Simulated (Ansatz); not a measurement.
# MgCd2Te3: the cost of one run

Computed with Ansatz 0.2.0 (DFT PBE, scalar-relativistic, plane waves, PAW, unless a step names another level, unless a step's input says otherwise).

### 1 The starting structure

The structure is tetragonal, space group I-4m2 (No. 119). The conventional cell has a = 4.661 Å, b = 4.661 Å, c = 19.682 Å, α = 90.00°, β = 90.00°, γ = 90.00°. Mg (site symmetry -4m2) has 4 Te at 2.82 Å as nearest neighbours. Cd (site symmetry 2mm) has 4 Te at 2.86 to 2.87 Å as nearest neighbours. Te (site symmetry 2mm) is surrounded by 2 Mg at 2.82 Å and 2 Cd at 2.87 Å. Te (site symmetry -4m2) has 4 Cd at 2.86 Å as nearest neighbours.

Structure file:

```xyz
6
Lattice="-2.3304 2.3304 9.8409 2.3304 -2.3304 9.8409 2.3304 2.3304 -9.8409" Properties=species:S:1:pos:R:3 pbc="T T T"
Mg    0.0000    0.0000    0.0000
Cd    0.0000    0.0000    6.5810
Cd    0.0000    0.0000   13.1007
Te    0.0000    2.3304    8.2501
Te    0.0000    2.3304    1.5907
Te    2.3304    0.0000    4.9204
```

It came out lowest among 26 distinct ends of the trial cells. At a tolerance of 0.02 Å it has space group I-4m2 (No. 119).

### 2 Relaxing to 0.001 eV/Å, on the response runs' mesh and smearing

File input.yaml:

```yaml
crystal:
  lattice:
    - [-2.3303983493, 2.3303983493, 9.84085395]
    - [2.3303983493, -2.3303983493, 9.84085395]
    - [2.3303983493, 2.3303983493, -9.84085395]
  atoms:
    - { symbol: Mg, position: [0.0, 0.0, 0.0] }
    - { symbol: Cd, position: [0.3343730148, 0.3343730148, 0.0] }
    - { symbol: Cd, position: [0.6656269852, 0.6656269852, 0.0] }
    - { symbol: Te, position: [0.9191785198, 0.4191785198, 0.5] }
    - { symbol: Te, position: [0.5808214802, 0.0808214802, 0.5] }
    - { symbol: Te, position: [0.25, 0.75, 0.5] }
basis:
  ecutwfc: 420
kpoints:
  mp_grid: { grid: [8, 8, 8] }
hamiltonian:
  xc: pbe
scf:
  occupations: { method: fixed }
output:
  forces: true
  stress: true
  eigenvalues: true
relax:
  adjacent_minimum: "off"
  f_tol: 0.001
  max_steps: 60
  cell: { stress_tol: 0.01 }
```

On the command line:

```
$ ansatz run input.yaml --threads 3 --pin off --max-ram 7680MiB --backend cpu --events-out ev --progress --plain --runs-dir out
```

**Question.** How long does this run take on 3 threads of Intel Xeon at 2.50GHz (Skylake/Cascade Lake), shared host, and how much memory does it need?

About 2.9 min, with a peak of 0.9 GiB.
